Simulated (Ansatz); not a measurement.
# BFH5NSSi: two geometries relaxed

Aim: relax the geometries before and after the inversion of the pyramid at N1, and see whether they are two minima and how far apart in energy. SMILES of the start: NB[SiH](F)S.

All numbers below are computed with Ansatz 0.2.0 (RKS PBE0-D4/def2-SVP).

**1. The system as given**

Bond lengths: N1–B2 1.486 Å, B2–Si3 1.916 Å, Si3–F4 1.752 Å, Si3–S5 2.139 Å, N1–H6 0.999 Å, N1–H7 1.093 Å, B2–H8 1.145 Å, Si3–H9 1.528 Å, S5–H10 1.366 Å. Angles: N1–B2–Si3 119.5°, N1–B2–H8 122.0°, Si3–B2–H8 118.4°, B2–N1–H6 112.5°, B2–N1–H7 106.2°, H6–N1–H7 104.9°, B2–Si3–F4 112.1°, B2–Si3–S5 111.0°, B2–Si3–H9 110.3°, F4–Si3–S5 107.6°, F4–Si3–H9 107.4°, S5–Si3–H9 108.2°, Si3–S5–H10 92.4°.

As a file:

```xyz
10

N    -1.3590   -0.5900   -1.0490
B    -0.8462   -0.7354    0.3383
Si    0.8752   -0.0243    0.7881
F     2.1496   -0.7069   -0.2024
S     0.9181    2.0980    0.5271
H    -0.7166   -0.9353   -1.7320
H    -1.4228    0.4846   -1.2398
H    -1.4292   -1.3026    1.1441
H     1.2125   -0.3338    2.2462
H     0.7014    1.9945   -0.8177
```

**2. Relaxing end A**

input.yaml

```yaml
crystal:
  periodic: [false, false, false]
  atoms:
    - { symbol: "N", position_ang: [-1.359, -0.59, -1.049] }
    - { symbol: B, position_ang: [-0.8462, -0.7354, 0.3383] }
    - { symbol: Si, position_ang: [0.8752, -0.0243, 0.7881] }
    - { symbol: F, position_ang: [2.1496, -0.7069, -0.2024] }
    - { symbol: S, position_ang: [0.9181, 2.098, 0.5271] }
    - { symbol: H, position_ang: [-0.7166, -0.9353, -1.732] }
    - { symbol: H, position_ang: [-1.4228, 0.4846, -1.2398] }
    - { symbol: H, position_ang: [-1.4292, -1.3026, 1.1441] }
    - { symbol: H, position_ang: [1.2125, -0.3338, 2.2462] }
    - { symbol: H, position_ang: [0.7014, 1.9945, -0.8177] }
basis:
  gaussian: { orbitals: def2-SVP }
hamiltonian:
  xc: pbe0
  dispersion: d4
relax:
  f_tol: 0.015
  max_steps: 40
output:
  orbitals: {}
```

Started as:

```
> ansatz run input.yaml --threads 2 --pin off --max-ram 3072MiB --backend cpu --events-out ev --progress --plain --runs-dir out
```

Log (excerpt; [...] marks lines left out):

```text
Warning: RAYON_NUM_THREADS=2 ignored (pool sized by the plan → 2); use --threads N
[...]
Functional definition: PBE0
[...]
1080 factors; integrals over basis functions are off by at most 2.9e-4 eV
[...]
mean field -23656.81514324 eV, -869.3719213488 hartree, gradient 4.3e-5 eV, S^2 0.000000; 0 other end points of the search recorded, 0 dependent functions left out
[...]
reference -23656.81516865 eV, -869.3719222827 hartree; 28, 28 occupied and 75, 75 virtual orbitals, 1080 factors
relax step   1: F+E_penalty+E_count = -23657.01363795 eV  Δ(F+E_penalty+E_count) = +0.000e0 eV  max|allowed force component| = 3.704e0 eV/Å  Δτ_max = 0.0000 Å  (28 SCF iters, accepted)
[...]
relax step   4: F+E_penalty+E_count = -23658.03083424 eV  Δ(F+E_penalty+E_count) = -2.706e-1 eV  max|allowed force component| = 1.495e0 eV/Å  Δτ_max = 0.1985 Å  (29 SCF iters, accepted)
[...]
relax step   7: F+E_penalty+E_count = -23658.81930688 eV  Δ(F+E_penalty+E_count) = -2.022e-1 eV  max|allowed force component| = 1.346e0 eV/Å  Δτ_max = 0.1990 Å  (29 SCF iters, accepted)
[...]
relax step  10: F+E_penalty+E_count = -23659.05074052 eV  Δ(F+E_penalty+E_count) = -4.498e-2 eV  max|allowed force component| = 7.381e-1 eV/Å  Δτ_max = 0.1928 Å  (28 SCF iters, accepted)
[...]
relax step  12: F+E_penalty+E_count = -23659.11524332 eV  Δ(F+E_penalty+E_count) = -3.314e-2 eV  max|allowed force component| = 1.422e-1 eV/Å  Δτ_max = 0.0723 Å  (30 SCF iters, accepted)
[...]
relax step  13: F+E_penalty+E_count = -23659.12231708 eV  Δ(F+E_penalty+E_count) = -7.074e-3 eV  max|allowed force component| = 9.895e-2 eV/Å  Δτ_max = 0.0525 Å  (30 SCF iters, accepted)
[...]
1080 factors; integrals over basis functions are off by at most 4.6e-4 eV
```

**3. The log goes on: end point A relaxed**

Output, continued (excerpt; [...] marks lines left out):

```text
mean field -23658.94137209 eV, -869.4500588178 hartree, gradient 2.6e-5 eV, S^2 0.000000; 0 other end points of the search recorded, 0 dependent functions left out
[...]
reference -23658.94139888 eV, -869.4500598024 hartree; 28, 28 occupied and 75, 75 virtual orbitals, 1080 factors
relax step  14: F+E_penalty+E_count = -23659.13306317 eV  Δ(F+E_penalty+E_count) = -1.075e-2 eV  max|allowed force component| = 2.752e-1 eV/Å  Δτ_max = 0.1944 Å  (28 SCF iters, accepted)
[...]
relax step  16: F+E_penalty+E_count = -23659.14057524 eV  Δ(F+E_penalty+E_count) = -7.512e-3 eV  max|allowed force component| = 1.292e-1 eV/Å  Δτ_max = 0.0338 Å  (31 SCF iters, accepted)
[...]
relax step  18: F+E_penalty+E_count = -23659.14895657 eV  Δ(F+E_penalty+E_count) = -3.142e-3 eV  max|allowed force component| = 1.210e-1 eV/Å  Δτ_max = 0.1451 Å  (28 SCF iters, accepted)
[...]
Atom 0 at    -1.131167    -0.849101    -1.059397 Å, force    -0.009101     0.001328     0.002563 eV/Å
Atom 1 at    -0.930017    -0.322139     0.206106 Å, force    -0.002298    -0.006800    -0.005891 eV/Å
Atom 2 at     0.986471    -0.003680     0.713328 Å, force     0.000288     0.012915     0.011613 eV/Å
Atom 3 at     1.853259    -0.621089    -0.542284 Å, force     0.005057    -0.004545    -0.007395 eV/Å
Atom 4 at     1.431589     2.074584     0.981471 Å, force    -0.003611    -0.003484    -0.005266 eV/Å
Atom 5 at    -0.360147    -1.093556    -1.672478 Å, force    -0.000036     0.005005     0.009334 eV/Å
Atom 6 at    -2.045917    -1.038416    -1.452526 Å, force     0.002063    -0.002420    -0.003698 eV/Å
Atom 7 at    -1.880938    -0.058940     0.905223 Å, force     0.004764     0.000427    -0.003562 eV/Å
Atom 8 at     1.517378    -0.637417     1.953837 Å, force    -0.000493    -0.000874    -0.002032 eV/Å
Atom 9 at     0.642491     2.498554    -0.030380 Å, force     0.003366    -0.001552     0.004336 eV/Å
Dipole moment:    -0.554290    -0.210306    -0.404266 e Å
```

Wall time 75 s (2 threads of Arm Neoverse V1, shared host); peak memory 0.22 GiB.

Step by step:

```csv
step,energy from step 1 (eV),largest force component (eV/Å)
1,0.0000,3.7041
2,-0.4858,2.0461
3,-0.7466,1.4467
4,-1.0172,1.4953
5,-1.3186,2.1418
6,-1.6035,2.0697
7,-1.8057,1.3457
8,-1.9284,1.9719
9,-1.9921,1.1788
10,-2.0371,0.7381
11,-2.0685,0.4455
12,-2.1016,0.1422
13,-2.1087,0.0990
14,-2.1194,0.2752
15x,-2.1169,0.2700
16,-2.1269,0.1292
17,-2.1322,0.0391
18,-2.1353,0.1210
19x,-2.1345,0.1931
20,-2.1377,0.0473
21,-2.1381,0.0535
22,-2.1384,0.0206
23,-2.1385,0.0129
```

Step 1 is the start. 2 steps were tried and not accepted (marked x).

After: Bond lengths: N1–B2 1.386 Å, B2–Si3 2.008 Å, Si3–F4 1.646 Å, Si3–S5 2.142 Å, N1–H6 1.015 Å, N1–H7 1.013 Å, B2–H8 1.209 Å, Si3–H9 1.491 Å, S5–H10 1.351 Å. Angles: N1–B2–Si3 115.4°, N1–B2–H8 119.8°, Si3–B2–H8 124.8°, B2–N1–H6 122.2°, B2–N1–H7 123.8°, H6–N1–H7 114.0°, B2–Si3–F4 104.5°, B2–Si3–S5 112.6°, B2–Si3–H9 118.9°, F4–Si3–S5 110.5°, F4–Si3–H9 106.7°, S5–Si3–H9 103.5°, Si3–S5–H10 95.1°.

**4. Relaxing end B**

The second end starts from a geometry with the move made by hand.

Edit input.yaml of step 2 so:

```diff
@@ -8,4 +8,4 @@
     - { symbol: S, position_ang: [0.9181, 2.098, 0.5271] }
-    - { symbol: H, position_ang: [-0.7166, -0.9353, -1.732] }
-    - { symbol: H, position_ang: [-1.4228, 0.4846, -1.2398] }
+    - { symbol: H, position_ang: [-1.35644, -1.45457, -1.54991] }
+    - { symbol: H, position_ang: [-2.41451, -0.32023, -0.95758] }
     - { symbol: H, position_ang: [-1.4292, -1.3026, 1.1441] }
```

Started as:

```
> ansatz run input.yaml --threads 2 --pin off --max-ram 3072MiB --backend cpu --events-out ev --progress --plain --runs-dir out
```

Log (excerpt; [...] marks lines left out):

```text
Warning: RAYON_NUM_THREADS=2 ignored (pool sized by the plan → 2); use --threads N
[...]
Functional definition: PBE0
[...]
1077 factors; integrals over basis functions are off by at most 3.8e-4 eV
[...]
mean field -23657.00235080 eV, -869.3788010996 hartree, gradient 3.6e-5 eV, S^2 0.000000; 0 other end points of the search recorded, 0 dependent functions left out
[...]
reference -23657.00237740 eV, -869.3788020774 hartree; 28, 28 occupied and 75, 75 virtual orbitals, 1077 factors
relax step   1: F+E_penalty+E_count = -23657.19611651 eV  Δ(F+E_penalty+E_count) = +0.000e0 eV  max|allowed force component| = 3.727e0 eV/Å  Δτ_max = 0.0000 Å  (28 SCF iters, accepted)
[...]
relax step   5: F+E_penalty+E_count = -23658.90601534 eV  Δ(F+E_penalty+E_count) = -2.686e-1 eV  max|allowed force component| = 1.527e0 eV/Å  Δτ_max = 0.1949 Å  (29 SCF iters, accepted)
[...]
Total energy: -23659.15215623 eV, -869.4578049922 hartree
Atom 0 at    -1.363200    -1.081821    -0.834293 Å, force     0.005440     0.000123     0.003783 eV/Å
Atom 1 at    -1.065615    -0.451636     0.363315 Å, force    -0.009086    -0.007015    -0.013200 eV/Å
Atom 2 at     0.881186    -0.062005     0.665076 Å, force     0.004238    -0.010031    -0.002458 eV/Å
Atom 3 at     1.641125    -0.764677    -0.615810 Å, force    -0.002601     0.003220     0.007744 eV/Å
Atom 4 at     1.303965     2.036153     0.727970 Å, force     0.005167     0.005686     0.004717 eV/Å
Atom 5 at    -0.640429    -1.359689    -1.490307 Å, force     0.003651     0.002641     0.001152 eV/Å
Atom 6 at    -2.302079    -1.320645    -1.131709 Å, force    -0.005794     0.002119     0.006179 eV/Å
Atom 7 at    -1.957431    -0.149957     1.121927 Å, force     0.003244     0.001083    -0.000588 eV/Å
Atom 8 at     1.538558    -0.588566     1.895207 Å, force    -0.000607     0.000892    -0.003513 eV/Å
Atom 9 at     0.415368     2.367543    -0.234166 Å, force    -0.003651     0.001280    -0.003815 eV/Å
Dipole moment:    -0.581303    -0.248702    -0.332233 e Å
```

It took 52 s on 2 threads of Arm Neoverse V1, shared host; peak memory 0.22 GiB.

Step by step:

| step | energy from step 1 (eV) | largest force component (eV/Å) |
| --- | --- | --- |
| 1 | 0.0000 | 3.7269 |
| 2 | -0.6599 | 2.0350 |
| 3 | -1.0435 | 2.5028 |
| 4 | -1.4413 | 2.0820 |
| 5 | -1.7099 | 1.5267 |
| 6 | -1.8038 | 1.2704 |
| 7 | -1.8949 | 0.8261 |
| 8 | -1.9102 | 1.2005 |
| 9 | -1.9349 | 0.2483 |
| 10 | -1.9393 | 0.2386 |
| 11 | -1.9478 | 0.1748 |
| 12 | -1.9527 | 0.0742 |
| 13 | -1.9551 | 0.0533 |
| 14 | -1.9558 | 0.0332 |
| 15 | -1.9560 | 0.0227 |
| 16 | -1.9560 | 0.0132 |

Step 1 is the start.

After: Bond lengths: N1–B2 1.386 Å, B2–Si3 2.008 Å, Si3–F4 1.647 Å, Si3–S5 2.141 Å, N1–H6 1.015 Å, N1–H7 1.013 Å, B2–H8 1.209 Å, Si3–H9 1.491 Å, S5–H10 1.351 Å. Angles: N1–B2–Si3 115.2°, N1–B2–H8 119.8°, Si3–B2–H8 124.9°, B2–N1–H6 122.0°, B2–N1–H7 124.0°, H6–N1–H7 113.9°, B2–Si3–F4 104.3°, B2–Si3–S5 112.7°, B2–Si3–H9 118.9°, F4–Si3–S5 110.5°, F4–Si3–H9 106.7°, S5–Si3–H9 103.6°, Si3–S5–H10 95.1°.

**5. Results**

```
                           quantity                     value
                              end A  20 moves, 2.138 eV lower
                              end B  15 moves, 1.956 eV lower
largest difference between the ends                    0.01 Å
            end B relative to end A                 -0.000 eV
```

In words: The two relaxations end at one structure, within 0.01 Å: no second minimum was found from this start, which doesn't rule one out.
